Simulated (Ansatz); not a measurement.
# FH2ISn: up Jacob's ladder to CCSD(T)

How much do the methods differ for FH2ISn? The plan is to run it at one geometry with functionals of several rungs and with coupled cluster, and see how far each lands from CCSD(T) at the basis-set limit for the atomisation energy.

Computed with Ansatz 0.2.0, Gaussian basis. Level: functionals in def2-TZVPP, the program's frozen cores in correlated methods.

Levels to be run: LDA (SPW92), PBE-D4, revPBE-D4, BLYP-D4, r2SCAN-D4, B97M-V, PBE0-D4, B3LYP-D4, r2SCANh-D4, r2SCAN0-D4, HSE06-D4, BHLYP-D4, CAM-B3LYP-D4, LC-ωPBE, ωB97X-V, ωB97M-V, B2PLYP, PBE-QIDH; CCSD(T)/def2-SVP; CCSD(T)/def2-TZVPP; CCSD(T)/def2-QZVPP; extrapolation to the limit; RPA on PBE.

### 1 The geometry

An earlier PBE0-D4 in a triple-zeta def2 set relaxation fixed the geometry. Sn, I take the def2 core potential; no spin-orbit term is included.

5 atoms, charge 0, spin multiplicity 1.

Atoms are counted from 1 here; the program's logs count them from 0.

Bond lengths: F1–Sn2 1.918 Å, Sn2–I3 2.658 Å, Sn2–H4 1.697 Å, Sn2–H5 1.697 Å. Angles: F1–Sn2–I3 105.7°, F1–Sn2–H4 105.3°, F1–Sn2–H5 105.3°, I3–Sn2–H4 110.5°, I3–Sn2–H5 110.5°, H4–Sn2–H5 118.5°.

Geometry (Å):

```xyz
5

F    -0.9637    0.0325    1.5872
Sn   -0.1045    0.1375   -0.1239
I     1.9056   -1.5987   -0.0288
H    -1.2743   -0.3697   -1.2443
H     0.4869    1.7248   -0.2314
```

### 2 LDA

This LDA is Slater exchange with PW92 correlation.

The input, in.yaml:

```yaml
crystal:
  periodic: [false, false, false]
  atoms:
    - {symbol: F, position_ang: [-0.963742, 0.032477, 1.587150]}
    - {symbol: Sn, position_ang: [-0.104466, 0.137475, -0.123933]}
    - {symbol: I, position_ang: [1.905615, -1.598712, -0.028846]}
    - {symbol: H, position_ang: [-1.274286, -0.369659, -1.244305]}
    - {symbol: H, position_ang: [0.486879, 1.724820, -0.231366]}
basis:
  gaussian: {orbitals: def2-TZVPP}
hamiltonian: {xc: lda}
output: {orbitals: {seedname: orbitals}}
```

The run is started by

```console
> ansatz run in.yaml --threads 2 --pin off --events-out ev --progress --plain --max-ram 32768MiB --backend cpu
```

Further steps of the session: PBE-D4 (GGA); revPBE-D4 (GGA); BLYP-D4 (GGA); r2SCAN-D4 (meta-GGA); B97M-V (meta-GGA); PBE0-D4 (hybrid); B3LYP-D4 (hybrid); r2SCANh-D4 (hybrid); r2SCAN0-D4 (hybrid); HSE06-D4 (hybrid); BHLYP-D4 (hybrid); CAM-B3LYP-D4 (range-separated); LC-ωPBE (range-separated); ωB97X-V (range-separated); ωB97M-V (range-separated); B2PLYP (double hybrid); PBE-QIDH (double hybrid); CCSD(T) in def2-SVP; CCSD(T) in def2-TZVPP; CCSD(T) in def2-QZVPP; RPA on PBE orbitals.

**Question.** What will the summary of the whole plan be? Wanted: atomisation energy, CCSD(T)/CBS; farthest beyond LDA; mean size of error, GGA; mean size of error, meta-GGA; mean size of error, hybrid; mean size of error, range-separated; mean size of error, double hybrid; gap, smallest and largest; T1 diagnostic.

**Answer**, as computed:

| quantity | value |
| --- | --- |
| atomisation energy, CCSD(T)/CBS | 13.030 eV |
| functionals within 0.130 eV (1.0 %) | B97M-V |
| farthest beyond LDA | BHLYP-D4 (-0.902 eV) |
| mean size of error, GGA | 0.481 eV |
| mean size of error, meta-GGA | 0.200 eV |
| mean size of error, hybrid | 0.615 eV |
| mean size of error, range-separated | 0.392 eV |
| mean size of error, double hybrid | 0.603 eV |
| gap, smallest and largest | 4.11 eV (BLYP-D4), 10.97 eV (LC-ωPBE) |
| T1 diagnostic | 0.0117 |
| triples share of the correlation energy | 2.5 % |

LDA overbinds by 1.735 eV (13 %). PBE-D4 misses by -0.258 eV. Double hybrids carry the basis error of their MP2 part in triple zeta, and no dispersion term here, so their miss is partly the set-up's. By mean error the best rung here is meta-GGA (0.200 eV) and the worst beyond LDA is hybrid (0.615 eV). The mean of the hybrids holds BHLYP, with half exact exchange. Misses under about 0.130 eV are within the doubt on the reference itself, which lacks core-valence correlation, spin-orbit coupling and higher excitations, and its outer-core shells are covered unevenly. All levels share the lack of spin-orbit coupling, which lowers the free heavy atoms and so the true binding. Hartree-Fock recovers 67 % of the binding; the rest is correlation. CCSD(T) in def2-SVP is off by -1.496 eV, worse than the median functional, from the basis alone. Orbital gaps span 4.1 to 11.0 eV; exact exchange widens them. Correlated methods include outer-core shells of I, Sn, which these sets cover unevenly.
